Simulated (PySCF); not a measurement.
# [Ce(H2CO)]3+: forces at shaken geometries

How stiff is [Ce(H2CO)]3+? Its atoms are displaced at random by several amounts. The structure is generated, not taken from experiment.

The runs use PySCF 2.14.0; B3LYP, Ce lcecp-1-SVP with ECP47, O def2-SVP, C def2-SVP, H def2-SVP; scalar-relativistic core potentials, no spin–orbit coupling.

2 further runs of the same task are left out: 2 for a known fault of the program.

**1. The starting structure**

5 atoms, charge 3, spin multiplicity 1.

Bond lengths: Ce1–O2 2.208 Å, O2–C3 1.269 Å, C3–H4 1.113 Å, C3–H5 1.113 Å. Angles: Ce1–O2–C3 180.0°, O2–C3–H4 119.4°, O2–C3–H5 119.4°, H4–C3–H5 121.1°.

Geometry (Å):

```xyz
5
charge 3, multiplicity 1
Ce    0.0000    0.0000   -0.3013
O     0.0000    0.0000    1.9062
C     0.0000    0.0000    3.1747
H     0.9693    0.0000    3.7216
H    -0.9693    0.0000    3.7216
```

Formal oxidation states: Ce +3. Each metal's 1 4f electrons lie in its core potential, so multiplicities, spins and levels count the valence alone. An earlier session relaxed this geometry at B3LYP, Ce lcecp-1-SVP with ECP47, O def2-SVP, C def2-SVP, H def2-SVP (singlet, point group C2v).

Its energy there is -145.419810 Eh.

**2. Atoms moved at random, σ = 0.15 Å**

run.py (the lines that set the calculation)

```python
mol = gto.M(atom='''
Ce    -0.06457     0.08085    -0.09433
O      0.11801    -0.12769     2.01446
C     -0.15841    -0.03212     3.17816
H      1.04812     0.10964     3.53333
H     -0.94315    -0.03068     3.59112''',
    basis={'Ce': 'lcecp-1-SVP', 'O': 'def2-SVP', 'C': 'def2-SVP', 'H': 'def2-SVP'},
    ecp={'Ce': 'lcecp-1-SVP'},
    charge=3, spin=0)
mf = dft.RKS(mol, xc='B3LYP')
mf.grids.atom_grid = (50, 194)  # f atoms: unpruned, at least (60, 302)
mf = mf.density_fit()  # fitting sets: Ce AutoAux, O def2-universal-JKFIT, C def2-universal-JKFIT, H def2-universal-JKFIT
mf.conv_tol = 1e-08; mf.max_cycle = 55
mf.kernel(dm0)  # dm0: the density of the relaxed state
```

On the command line:

```sh
$ OMP_NUM_THREADS=2 python run.py
```

Log:

```text
init E= -145.393083195522
  HOMO = -0.893986549369831  LUMO = -0.717995694297901  gap/eV = 4.78896
cycle= 1 E= -145.314782988567  delta_E= 0.0783  |g|= 0.104  |ddm|= 0.636
  HOMO = -0.880849294464472  LUMO = -0.713915554566662  gap/eV = 4.54250
cycle= 2 E= -145.316548522306  delta_E= -0.00177  |g|= 0.0806  |ddm|= 0.173
  HOMO = -0.890854341006342  LUMO = -0.713321091839132  gap/eV = 4.83093
cycle= 3 E= -145.317455951489  delta_E= -0.000907  |g|= 0.052  |ddm|= 0.0867
  HOMO = -0.888755530418553  LUMO = -0.71337585364314  gap/eV = 4.77232
cycle= 4 E= -145.317963779878  delta_E= -0.000508  |g|= 0.004  |ddm|= 0.0337
  HOMO = -0.88933852121874  LUMO = -0.71375449396271  gap/eV = 4.77788
cycle= 5 E= -145.317968052108  delta_E= -4.27e-06  |g|= 0.00151  |ddm|= 0.00547
  HOMO = -0.889023629156068  LUMO = -0.713750961273797  gap/eV = 4.76941
cycle= 6 E= -145.317968820082  delta_E= -7.68e-07  |g|= 0.000674  |ddm|= 0.00279
  HOMO = -0.889101215701704  LUMO = -0.713710107945908  gap/eV = 4.77264
cycle= 7 E= -145.317968982243  delta_E= -1.62e-07  |g|= 7.15e-05  |ddm|= 0.000956
  HOMO = -0.889107250813499  LUMO = -0.713713729952956  gap/eV = 4.77270
cycle= 8 E= -145.317968987023  delta_E= -4.78e-09  |g|= 2.37e-05  |ddm|= 0.000239
  HOMO = -0.889102776311397  LUMO = -0.713713835833209  gap/eV = 4.77258
Extra cycle  E= -145.317968987198  delta_E= -1.75e-10  |g|= 2.38e-05  |ddm|= 6.5e-05
converged SCF energy = -145.317968987198
```

Run time: 1.9 s. Hardware: 2 threads of AMD EPYC 7B13 (Zen 3), shared host.

It gives: E = -145.317969 Eh (+2.771 eV from the relaxed state), HOMO -24.19 eV, LUMO -19.42 eV, Mulliken charge on Ce1 +2.45 e, largest force component 18.448 eV/Å. 

```csv
atom,Fx,Fy,Fz (eV/Å)
Ce1,0.082,-0.006,-2.130
O2,-2.012,-0.577,-5.426
C3,18.448,0.939,-0.881
H4,-3.529,-0.219,1.895
H5,-12.989,-0.137,6.541
```

**3. Atoms moved at random, σ = 0.06 Å**

Changes to run.py (the lines that set the calculation) since step 2:

```diff
@@ -1,7 +1,7 @@
 mol = gto.M(atom='''
-Ce    -0.06457     0.08085    -0.09433
-O      0.11801    -0.12769     2.01446
-C     -0.15841    -0.03212     3.17816
-H      1.04812     0.10964     3.53333
-H     -0.94315    -0.03068     3.59112''',
+Ce     0.04895     0.04326    -0.27455
+O     -0.09356     0.06020     1.94438
+C      0.03656     0.08268     3.11537
+H      1.01331    -0.14005     3.67763
+H     -1.00526    -0.04610     3.75991''',
     basis={'Ce': 'lcecp-1-SVP', 'O': 'def2-SVP', 'C': 'def2-SVP', 'H': 'def2-SVP'},
```

On the command line:

```sh
$ OMP_NUM_THREADS=2 python run.py
```

Log:

```text
init E= -145.373075526197
  HOMO = -0.881935076439934  LUMO = -0.719060528939914  gap/eV = 4.43204
cycle= 1 E= -145.390191517989  delta_E= -0.0171  |g|= 0.145  |ddm|= 0.358
  HOMO = -0.861833406826896  LUMO = -0.721671877035356  gap/eV = 3.81399
cycle= 2 E= -145.383417668465  delta_E= 0.00677  |g|= 0.249  |ddm|= 0.257
  HOMO = -0.859603677845598  LUMO = -0.717249145497974  gap/eV = 3.87366
cycle= 3 E= -145.395034502961  delta_E= -0.0116  |g|= 0.0259  |ddm|= 0.154
  HOMO = -0.865779983072883  LUMO = -0.713553037499171  gap/eV = 4.14231
cycle= 4 E= -145.395218720057  delta_E= -0.000184  |g|= 0.0109  |ddm|= 0.0428
  HOMO = -0.864659717378341  LUMO = -0.71407398392663  gap/eV = 4.09765
cycle= 5 E= -145.395251891499  delta_E= -3.32e-05  |g|= 0.000866  |ddm|= 0.0112
  HOMO = -0.864640250072924  LUMO = -0.714237584547678  gap/eV = 4.09266
cycle= 6 E= -145.3952522383  delta_E= -3.47e-07  |g|= 0.000263  |ddm|= 0.00189
  HOMO = -0.864658297079274  LUMO = -0.714188958383791  gap/eV = 4.09448
cycle= 7 E= -145.395252271447  delta_E= -3.31e-08  |g|= 3.63e-05  |ddm|= 0.000523
  HOMO = -0.86465999342844  LUMO = -0.714186900096626  gap/eV = 4.09458
cycle= 8 E= -145.395252272929  delta_E= -1.48e-09  |g|= 1.16e-05  |ddm|= 0.000139
  HOMO = -0.864657954009765  LUMO = -0.714188939599385  gap/eV = 4.09447
Extra cycle  E= -145.395252272961  delta_E= -3.22e-11  |g|= 1.37e-05  |ddm|= 3.32e-05
converged SCF energy = -145.395252272961
```

Wall time 1.8 s (2 threads of AMD EPYC 7B13 (Zen 3), shared host).

Result: E = -145.395252 Eh (+0.668 eV from the relaxed state), HOMO -23.53 eV, LUMO -19.43 eV, Mulliken charge on Ce1 +2.49 e, largest force component 8.664 eV/Å. 

| atom | Fx | Fy | Fz (eV/Å) |
| --- | --- | --- | --- |
| Ce1 | -0.123 | 0.017 | -0.287 |
| O2 | 0.281 | 0.521 | -6.865 |
| C3 | -1.929 | -2.329 | 8.664 |
| H4 | -0.495 | 0.867 | -0.593 |
| H5 | 2.266 | 0.925 | -0.919 |

**4. Atoms moved at random, σ = 0.03 Å**

Changes to run.py (the lines that set the calculation) since step 3:

```diff
@@ -1,7 +1,7 @@
 mol = gto.M(atom='''
-Ce     0.04895     0.04326    -0.27455
-O     -0.09356     0.06020     1.94438
-C      0.03656     0.08268     3.11537
-H      1.01331    -0.14005     3.67763
-H     -1.00526    -0.04610     3.75991''',
+Ce    -0.01447    -0.01315    -0.31581
+O     -0.00687     0.02560     1.90455
+C     -0.01778    -0.01606     3.16961
+H      0.96895    -0.05421     3.75730
+H     -0.92984     0.05782     3.70709''',
     basis={'Ce': 'lcecp-1-SVP', 'O': 'def2-SVP', 'C': 'def2-SVP', 'H': 'def2-SVP'},
```

On the command line:

```sh
$ OMP_NUM_THREADS=2 python run.py
```

Log:

```text
init E= -145.420659035047
  HOMO = -0.891104486022869  LUMO = -0.709939090729461  gap/eV = 4.92976
cycle= 1 E= -145.416719422053  delta_E= 0.00394  |g|= 0.0177  |ddm|= 0.109
  HOMO = -0.891727656535142  LUMO = -0.711290011394665  gap/eV = 4.90996
cycle= 2 E= -145.416836039898  delta_E= -0.000117  |g|= 0.00668  |ddm|= 0.0312
  HOMO = -0.891573125704564  LUMO = -0.711173781432623  gap/eV = 4.90892
cycle= 3 E= -145.416848950951  delta_E= -1.29e-05  |g|= 0.00186  |ddm|= 0.00766
  HOMO = -0.891933682715898  LUMO = -0.711097023642819  gap/eV = 4.92082
cycle= 4 E= -145.416849352283  delta_E= -4.01e-07  |g|= 0.00201  |ddm|= 0.00303
  HOMO = -0.891760159815178  LUMO = -0.711122390182797  gap/eV = 4.91540
cycle= 5 E= -145.416850237936  delta_E= -8.86e-07  |g|= 0.000404  |ddm|= 0.00172
  HOMO = -0.89174153670151  LUMO = -0.711144514745877  gap/eV = 4.91430
cycle= 6 E= -145.41685028172  delta_E= -4.38e-08  |g|= 0.000114  |ddm|= 0.000496
  HOMO = -0.89175489214001  LUMO = -0.711135013612426  gap/eV = 4.91492
cycle= 7 E= -145.416850285955  delta_E= -4.23e-09  |g|= 1.6e-05  |ddm|= 0.000145
  HOMO = -0.891751314646772  LUMO = -0.711136700749463  gap/eV = 4.91477
Extra cycle  E= -145.416850286052  delta_E= -9.72e-11  |g|= 1.45e-05  |ddm|= 4.27e-05
converged SCF energy = -145.416850286052
```

Wall time 1.8 s (2 threads of AMD EPYC 7B13 (Zen 3), shared host).

Read off: E = -145.416850 Eh (+0.081 eV from the relaxed state), HOMO -24.27 eV, LUMO -19.35 eV, Mulliken charge on Ce1 +2.50 e, largest force component 2.665 eV/Å. 

| atom | Fx | Fy | Fz (eV/Å) |
| --- | --- | --- | --- |
| Ce1 | 0.006 | 0.044 | 0.166 |
| O2 | -0.064 | -0.244 | -0.183 |
| C3 | 2.665 | 0.336 | -0.154 |
| H4 | -0.821 | -0.118 | -0.646 |
| H5 | -1.787 | -0.018 | 0.817 |

**5. Results**

| σ (Å) | energy rise (eV) | harmonic estimate −½ F·u (eV) | largest force component (eV/Å) |
| --- | --- | --- | --- |
| 0.15 | 2.771 | 3.001 | 18.45 |
| 0.06 | 0.668 | 0.662 | 8.66 |
| 0.03 | 0.081 | 0.080 | 2.67 |

Every displacement raises the energy. For a harmonic well the rise equals −½ F·u; the two differ by at most 8 % here (a move with σ = 0.15 Å), from anharmonicity, the grid and the small forces left at the relaxed point. These are double-zeta-type bases without diffuse functions. Spin–orbit coupling is left out.
